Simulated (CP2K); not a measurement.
**C3H8BN (SMILES C=NB(C)C): a first try and a second**

Wanted: energy and forces of C3H8BN, AM1.

Program for the calculation: CP2K 2026.2.

1 further run of the same task is left out (set aside as unsound or not needed).

### 1 Starting point

C3H8BN has 13 atoms, charge 0, and is taken as a singlet. As SMILES, `C=NB(C)C`. The coordinates come from a GFN2-xTB relaxation.

Bond lengths: C1–N2 1.239 Å, N2–B3 1.341 Å, B3–C4 1.596 Å, B3–C5 1.596 Å, C1–H6 1.089 Å, C1–H7 1.089 Å, C4–H8 1.087 Å, C4–H9 1.087 Å, C4–H10 1.088 Å, C5–H11 1.087 Å, C5–H12 1.087 Å, C5–H13 1.088 Å. Some angles: C1–N2–B3 178.2°, N2–B3–C4 119.7°, N2–B3–C5 119.8°, C4–B3–C5 120.5°, N2–C1–H6 121.7°, N2–C1–H7 121.8°, B3–C4–H8 111.1°, B3–C4–H9 112.9°, B3–C4–H10 110.0°, B3–C5–H11 113.0°.

### 2 The input as first written

The input, run.inp:

```
&GLOBAL
    PROJECT_NAME run
    RUN_TYPE ENERGY_FORCE
    PRINT_LEVEL MEDIUM
&END

&FORCE_EVAL
    METHOD QUICKSTEP
    &DFT
        &QUICKSTEP
            METHOD AM1
            EPS_DEFAULT 1.0E-10
            &SE
                &COULOMB
                    CUTOFF [angstrom] 50
                    RC_RANGE [angstrom] 0
                &END
                &EXCHANGE
                    CUTOFF [angstrom] 50
                    RC_RANGE [angstrom] 0
                &END
            &END
        &END
        &POISSON
            PERIODIC NONE
            POISSON_SOLVER ANALYTIC
        &END
        &SCF
            SCF_GUESS ATOMIC
            EPS_SCF 1.0E-06
            MAX_SCF 80
            ADDED_MOS 2
            &DIAGONALIZATION
                ALGORITHM STANDARD
            &END
            &MIXING
                METHOD DIRECT_P_MIXING
                ALPHA 0.4
            &END
        &END
        &PRINT
            &MOMENTS
                PERIODIC F
                REFERENCE COM
                MAX_MOMENT 1
            &END
            &MO ON
                ENERGIES T
                OCCUPATION_NUMBERS T
                NDIGITS 6
                &EACH
                    QS_SCF 0
                &END
                ADD_LAST NUMERIC
            &END
            &HIRSHFELD OFF
            &END
        &END
    &END
    &SUBSYS
        &CELL
            ABC 11.9 12.8 11.7
            PERIODIC NONE
        &END
        &COORD
            C      0.972800     2.031560    -0.756220
            N      0.478960     0.971930    -0.347250
            B     -0.082870    -0.173870     0.063930
            C     -1.330890    -0.131570     1.058270
            C      0.514670    -1.570090    -0.427330
            H      1.777630     2.532170    -0.219740
            H      0.626690     2.511530    -1.670740
            H     -2.105220    -0.827180     0.744620
            H     -1.777130     0.856470     1.136110
            H     -1.021140    -0.430880     2.057700
            H      1.439420    -1.462050    -0.987880
            H      0.708630    -2.227660     0.416630
            H     -0.201550    -2.080350    -1.068080
        &END
        &TOPOLOGY
            &CENTER_COORDINATES
            &END
        &END
    &END
    &PRINT
        &FORCES ON
        &END
    &END
&END
```

Command:

```bash
$ OMP_NUM_THREADS=1 cp2k.psmp -i run.inp -o run.out
```

Output:

```text
Possible matches for unknown subsection

 QUICKSTEP

   keyword UKS in section %__ROOT__%FORCE_EVAL%DFT score:  104
   keyword MULTIP in section %__ROOT__%FORCE_EVAL%DFT score:  104
   keyword ROKS in section %__ROOT__%FORCE_EVAL%DFT score:  103
   enum MULLIKEN in section %__ROOT__%FORCE_EVAL%DFT for keyword PLUS_U_METHOD score:  103
   keyword SUBCELLS in section %__ROOT__%FORCE_EVAL%DFT score:  103

 *******************************************************************************
 *   ___                                                                       *
 *  /   \                                                                      *
 * [ABORT]                                                                     *
 *  \___/               unknown subsection QUICKSTEP of section DFT            *
 *    |                                                                        *
 *  O/|                                                                        *
 * /| |                                                                        *
 * / \                                               input/input_parsing.F:192 *
 *******************************************************************************

 ===== Routine Calling Stack =====

            4 section_vals_parse
            3 section_vals_parse
            2 section_vals_parse
            1 read_input
```

Run time: 1.1 s. Hardware: 1 thread of AMD EPYC 7R43 (Zen 3), shared host; peak memory 0.16 GiB.

### 3 Reading the log

The program refused the input.

The telling line is `\___/               unknown subsection QUICKSTEP of section DFT`. The fault: unknown section.

### 4 Try two

The input, molecule.inp:

```
&FORCE_EVAL
  METHOD Quickstep
  &DFT
    &QS
      METHOD AM1
      EPS_DEFAULT 1.0E-10
      &SE
        &COULOMB
          CUTOFF [angstrom] 50
          RC_RANGE [angstrom] 0
        &END
        &EXCHANGE
          CUTOFF [angstrom] 50
          RC_RANGE [angstrom] 0
        &END
      &END
    &END
    &POISSON
      PERIODIC NONE
      POISSON_SOLVER ANALYTIC
    &END
    &SCF
      SCF_GUESS ATOMIC
      EPS_SCF 1.0E-06
      MAX_SCF 80
      ADDED_MOS 2
      &DIAGONALIZATION
        ALGORITHM STANDARD
      &END
      &MIXING
        METHOD DIRECT_P_MIXING
        ALPHA 0.4
      &END
    &END
    &PRINT
      &MOMENTS
        PERIODIC F
        REFERENCE COM
        MAX_MOMENT 1
      &END
      &MO ON
        ENERGIES T
        OCCUPATION_NUMBERS T
        NDIGITS 6
        &EACH
          QS_SCF 0
        &END
        ADD_LAST NUMERIC
      &END
      &HIRSHFELD OFF
      &END
    &END
  &END
  &SUBSYS
    &CELL
      ABC 11.9 12.8 11.7
      PERIODIC NONE
    &END
    &COORD
      C      0.972800     2.031560    -0.756220
      N      0.478960     0.971930    -0.347250
      B     -0.082870    -0.173870     0.063930
      C     -1.330890    -0.131570     1.058270
      C      0.514670    -1.570090    -0.427330
      H      1.777630     2.532170    -0.219740
      H      0.626690     2.511530    -1.670740
      H     -2.105220    -0.827180     0.744620
      H     -1.777130     0.856470     1.136110
      H     -1.021140    -0.430880     2.057700
      H      1.439420    -1.462050    -0.987880
      H      0.708630    -2.227660     0.416630
      H     -0.201550    -2.080350    -1.068080
    &END
    &TOPOLOGY
      &CENTER_COORDINATES
      &END
    &END
  &END
  &PRINT
    &FORCES ON
    &END
  &END
&END

&GLOBAL
  PROJECT molecule
  RUN_TYPE ENERGY_FORCE
  PRINT_LEVEL MEDIUM
&END
```

Command:

```bash
$ OMP_NUM_THREADS=1 cp2k.psmp molecule.inp > molecule.out
```

Output:

```text
CP2K| version string:                                       CP2K version 2026.2
[...]
 GLOBAL| Method name                                                        CP2K
[...]
 GLOBAL| Run type                                                   ENERGY_FORCE
[...]
                             - Atoms:                                         13
[...]
                             - Spherical basis functions:                     28
[...]
 Number of electrons:                                                         28
[...]
     1 P_Mix/Diag. 0.40E+00    0.0     0.78607443       -19.4603741737 -1.95E+01
[...]
    16 DIIS/Diag.  0.26E-06    0.0     0.00000029       -28.3404585670 -4.90E-12
  *** SCF run converged in    16 steps ***
  Core-core repulsion energy [eV]:                           1953.83820489293794
  Core Hamiltonian energy [eV]:                             -1181.92978923847795
  Two-electron integral energy [eV]:                        -3086.18302478312853
  Electronic energy [eV]:                                   -2725.02130163004176
  Total energy [eV]:                                         -771.18309673710417
  Atomic reference energy [eV]:                               770.83478246946584
  Heat of formation [kcal/mol]:                                -8.03231846580661
[...]
 SE_DIPOLE| Moment [Debye]         -0.41782815      -0.92462486       0.36560971
 SE_DIPOLE| Derivative [a.u.]       0.00000000       0.00000000       0.00000000
 ENERGY| Total FORCE_EVAL ( QS ) energy [hartree]            -28.340458566987031
 FORCES| Atomic forces [hartree/bohr]
 FORCES|   Atom     x               y               z               |f|
 FORCES|      1  7.95072708E-04  2.06913754E-03 -1.16091864E-03   2.50223956E-03
 FORCES|      2 -1.37860103E-02 -2.90630893E-02  1.13222934E-02   3.41014892E-02
 FORCES|      3 -7.76804964E-03 -1.68405515E-02  6.55230024E-03   1.96692503E-02
 FORCES|      4  2.55953499E-02 -1.98764309E-03 -1.96114501E-02   3.23060619E-02
 FORCES|      5 -1.33994582E-02  2.76110050E-02  1.01458362E-02   3.23241561E-02
 FORCES|      6  1.10787779E-02  8.02866818E-03  6.16059487E-03   1.50050579E-02
 FORCES|      7 -3.58344054E-03  7.96929402E-03 -1.22617766E-02   1.50566217E-02
 FORCES|      8 -7.46705665E-03 -1.27279185E-02 -1.25373847E-02   1.93634413E-02
 FORCES|      9 -3.81416734E-03  1.79424172E-02 -2.90442259E-03   1.85718572E-02
 FORCES|     10  1.29944286E-02 -5.39915928E-03  1.31009216E-02   1.92260304E-02
 FORCES|     11  1.50983909E-02  7.26263736E-03 -8.16625627E-03   1.86385367E-02
 FORCES|     12  9.22123520E-04 -3.65105422E-03  1.89998187E-02   1.93693990E-02
 FORCES|     13 -1.66659609E-02 -1.21374330E-03 -9.63955611E-03   1.92911500E-02
[...]
```

Run time: 1.1 s. Hardware: 1 thread of AMD EPYC 7R43 (Zen 3), shared host; peak memory 0.18 GiB.

### 5 What came out

Level: AM1.

| quantity | value |
| --- | --- |
| total energy | -28.34046 Eh |
| dipole moment | 1.08 D |
| HOMO energy | -9.87 eV |
| LUMO energy | 1.25 eV |
| HOMO–LUMO gap | 11.11 eV |
| heat of formation at this unrelaxed shape | -8.0 kcal/mol |
| largest force on an atom | 1.754 eV/Å |

**Reading.** The largest force is 1.75 eV/Å: the shape isn't a stationary point for this species at this level.
